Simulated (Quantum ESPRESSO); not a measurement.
# AlSn under changes of volume

One of the cells (25.236 Å³/atom); the others are scaled copies at fixed shape and fractional positions:

```
CELL_PARAMETERS angstrom
4.19811 0.00000 0.00000
-2.09905 3.63567 0.00000
0.00000 0.00000 3.30685
ATOMIC_POSITIONS crystal
Sn 0.33333 0.66667 0.50000
Al 0.00000 0.00000 0.00000
```

The cell comes from a database or a generator and needn't be the stable form of this composition.

- Program: Quantum ESPRESSO 7.5
- Functional: r2SCAN
- Potentials or basis: SG15 PBE 1.2
- Cutoff: 1020 eV
- Density cutoff: 4082 eV
- k mesh: 4 × 4 × 5
- Occupations: fermi-dirac, width 0.05 eV
- Spin: no spin polarisation

| volume (Å³/atom) | energy over the lowest point (meV/atom) | pressure (GPa) |
| --- | --- | --- |
| 23.722 | ? | ? |
| 24.227 | 0.00 | 0.3 |
| 24.731 | 0.61 | -0.8 |
| 25.236 | 4.65 | -1.8 |
| 25.741 | 11.77 | -2.7 |
| 26.245 | 21.61 | -3.5 |
| 26.750 | 33.84 | -4.2 |

Task: What does the run at 23.722 Å³/atom give?

Result: Energy over the lowest point 3.23 meV/atom; pressure 1.6 GPa.

Worked out: A Birch-Murnaghan fit of order 3 (a polynomial in V^(-2/3)) to the other rows has its minimum at 24.39 Å³/atom with B0 = V·E''(V) = 57 GPa and B' = 4.8 at fixed shape and positions, which overstates the stiffness. It gives 3.30 meV/atom at 23.722 Å³/atom, against the run's 3.23, and -dE/dV = 1.7 GPa, against 1.6.

Energies are extrapolated to zero smearing.

Caveats: all runs use coarse meshes; the potentials were made for another functional, which shifts forces and pressure.
